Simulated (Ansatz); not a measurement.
# AsPH4 (singlet): from Hartree-Fock to the top rungs at a displaced geometry (v2), cc-pVDZ

How much of the correlation energy of AsPH4 (singlet) does each wave-function method recover here?

Program: Ansatz 0.2.0, Gaussian basis. Level of theory: cc-pVDZ, core rule «outside noble gas», up to 19 orbitals frozen. These are calculated values, not measurements.

Plan: UHF; CCSD(T) on RHF; BCCD(T) on RHF; CISD; CCSDT(Q) on RHF; CASSCF and MRCISD+Q, 10 electrons in 10 orbitals; CASSCF and NEVPT2, 10 electrons in 10 orbitals.

17 further runs of the same task are left out: 2 for a known fault of the program, 5 that didn't finish, 10 set aside as unsound or not needed.

## Step 1: What is computed

The geometry is a PBE0/def2-TZVP stationary point (not a proven minimum) with its atoms shifted at random (size 0.100 Å). No spin-orbit coupling is included. The filled d shell of As may be among the frozen orbitals whatever the setting's name suggests; the logs give the count.

6 atoms, charge 0, spin multiplicity 1.

Atoms are counted from 1 here; the program's logs count them from 0.

Bond lengths: P1–As2 2.353 Å, P1–H3 1.468 Å, P1–H4 1.486 Å, As2–H5 1.505 Å, As2–H6 1.728 Å. Angles: As2–P1–H3 89.8°, As2–P1–H4 91.3°, H3–P1–H4 90.7°, P1–As2–H5 92.9°, P1–As2–H6 91.0°, H5–As2–H6 83.6°.

## Step 2: UHF

in.yaml reads:

```yaml
crystal:
  periodic: [false, false, false]
  atoms:
    - {symbol: P, position_ang: [0.250105, -0.003140, 1.628280]}
    - {symbol: As, position_ang: [-0.111378, 0.005234, -0.696487]}
    - {symbol: H, position_ang: [-0.813526, 0.995382, 1.791503]}
    - {symbol: H, position_ang: [-0.730421, -1.105029, 1.809718]}
    - {symbol: H, position_ang: [1.001804, 0.986928, -0.942994]}
    - {symbol: H, position_ang: [1.135331, -1.169853, -0.924028]}
basis:
  gaussian: {orbitals: cc-pVDZ}
magnetization: {spin_polarized: true, initial_magnetization: 0}
hamiltonian: {xc: hf}
output: {orbitals: {seedname: orbitals}}
```

Launch:

```sh
$ ansatz run in.yaml --threads 1 --pin off --events-out ev --progress --plain --max-ram 2393MiB
```

Further steps of the session: CCSD(T) on RHF; BCCD(T) on RHF; CISD; CCSDT(Q) on RHF; CASSCF and MRCISD+Q, 10 electrons in 10 orbitals; CASSCF and NEVPT2, 10 electrons in 10 orbitals.

**Question.** What will the summary of the whole plan be? Wanted: RCCSDT(Q) below the RHF energy; RMP2 from RCCSDT(Q); RCCSD from RCCSDT(Q); RCCSD(T) from RCCSDT(Q); NEVPT2 valence from RCCSDT(Q); MRCISD+Q valence from RCCSDT(Q); T1 diagnostic; effectively unpaired electrons.

**Answer**, as computed:

| quantity | value |
| --- | --- |
| RCCSDT(Q) below the RHF energy | -8.1687 eV |
| RMP2 from RCCSDT(Q) | +35.23 kcal/mol |
| RCCSD from RCCSDT(Q) | +6.65 kcal/mol |
| RCCSD(T) from RCCSDT(Q) | +1.06 kcal/mol |
| NEVPT2 valence from RCCSDT(Q) | +32.91 kcal/mol |
| MRCISD+Q valence from RCCSDT(Q) | +0.91 kcal/mol |
| levels within 1 kcal/mol (43 meV) | RCCSDT, MRCISD+Q valence |
| T1 diagnostic | 0.013 |
| effectively unpaired electrons | 0.04 |

**Reading.** RCCSD(T) misses by +1.06 kcal/mol, 0.6 % of the correlation energy. One determinant dominates. Of the multireference levels listed MRCISD+Q valence comes nearest in total energy (+0.91 kcal/mol), which doesn't show that its space is the better one. These misses are within one basis, not against nature.
